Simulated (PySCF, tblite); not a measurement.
# C₇H₁₂BFS: geometry, infrared bands and NMR shifts

What infrared bands and NMR shifts should C₇H₁₂BFS (`C=CBS[C@](C)(F)C1CC1`) show?

Computed with tblite 0.8.0 and PySCF 2.14.0, with density-fitted response routines of our own, on a single molecule in the gas phase. Atoms are numbered from 0 throughout.

### 1 Starting geometry

22 atoms, charge 0, multiplicity 1; geometry from: force field or distance geometry start.

Bonds of the start (Å): C0–C1 1.35, C1–B2 1.55, B2–S3 1.90, S3–C4 1.83, C4–C5 1.52, C4–F6 1.37, C4–C7 1.50, C7–C8 1.54, C8–C9 1.51, C9–C7 1.50, C0–H10 1.08, C0–H11 1.09, C1–H12 1.07, B2–H13 1.17, C5–H14 1.09, C5–H15 1.12, C5–H16 1.12, C7–H17 1.12, C8–H18 1.12, C8–H19 1.10, C9–H20 1.11, C9–H21 1.13.

### 2 Optimising the geometry with GFN2-xTB

The job: settings as JSON, then the geometry in Å.

```
{"job": {"kind": "relax", "xc": "GFN2-xTB", "basis": "xTB"}, "charge": 0, "multiplicity": 1}
C      4.301200    -0.348800    -0.309100
C      3.196800     0.331100    -0.686700
B      2.267300     0.807200     0.460400
S      0.562400     1.547800     0.086200
C     -0.601500     0.139600     0.086800
C     -0.608400    -0.364500     1.526000
F     -0.168400    -0.790100    -0.816600
C     -2.013400     0.553700    -0.205400
C     -2.968300    -0.655900    -0.214300
C     -2.731500     0.155800    -1.460600
H      5.017600    -0.732600    -1.024300
H      4.456000    -0.517800     0.752400
H      3.019700     0.505100    -1.723200
H      2.670200     0.771300     1.562700
H     -1.407100    -1.098900     1.660300
H      0.414000    -0.780900     1.706900
H     -0.682100     0.485900     2.244800
H     -2.468300     1.379700     0.395000
H     -3.957500    -0.548900     0.293200
H     -2.506400    -1.658900    -0.239500
H     -2.151800    -0.267800    -2.308800
H     -3.650900     0.721900    -1.787000
```

On the command line:

```console
> OMP_NUM_THREADS=1 python probes_run.py task.json out
```

The driver reads the jobs from task.json and runs them one after another.

**Question.** This job is followed by: GFN2-xTB harmonic vibrations, gas phase; GIAO PBE0/pcSseg-1 NMR shielding, non-relativistic, gas phase. Predict these results of the whole session: strongest single infrared mode (GFN2-xTB); zero-point energy (GFN2-xTB); 13C shifts against TMS (PBE0/pcSseg-1); 1H shifts against TMS (PBE0/pcSseg-1, means over atoms taken as alike); 11B shifts against BF3·OEt2 (PBE0/pcSseg-1); 33S shifts against CS2 (PBE0/pcSseg-1); 19F shifts against CFCl3 (PBE0/pcSseg-1); surface potential, 1st and 99th percentile.

**Answer**, as computed:

| quantity | value |
| --- | --- |
| strongest single infrared mode (GFN2-xTB) | 1071 cm⁻¹, 128 km/mol |
| zero-point energy (GFN2-xTB) | 108.8 kcal/mol |
| 13C shifts against TMS (PBE0/pcSseg-1) | 151.8, 148.0, 110.4, 34.3, 24.4, 5.6, 4.8 ppm |
| 1H shifts against TMS (PBE0/pcSseg-1, means over atoms taken as alike) | 7.25, 7.00, 6.72, 6.50, 1.89, 1.16, 0.89, 0.75, 0.67, 0.64 ppm |
| 11B shifts against BF3·OEt2 (PBE0/pcSseg-1) | 59.3 ppm |
| 33S shifts against CS2 (PBE0/pcSseg-1) | 248 ppm |
| 19F shifts against CFCl3 (PBE0/pcSseg-1) | -173.6 ppm |
| surface potential, 1st and 99th percentile | -0.90 V and 0.84 V |

The optimisation took 162 steps and gained 1.285 eV; among the close pairs (by a distance rule), B2–S3 changed most, from 1.896 to 1.770 Å. All 60 modes are real, so the xTB geometry is a minimum. GFN2-xTB is a fitted tight-binding method: band positions and strengths are rough. Its intensities can rank the bands wrongly. The most deshielded carbon is C0 (terminal =CH2 carbon), at 151.8 ppm: an sp2 carbon of a C=C bond. At PBE0/pcSseg-1: Shielding is most anisotropic at S3 (span 319 ppm, paramagnetic term -807 ppm). At PBE0/pcSseg-1, counted by nearest atom on the grid, the HOMO lies on S3 54 %; C0 16 %, the LUMO on B2 33 %; C0 23 %.
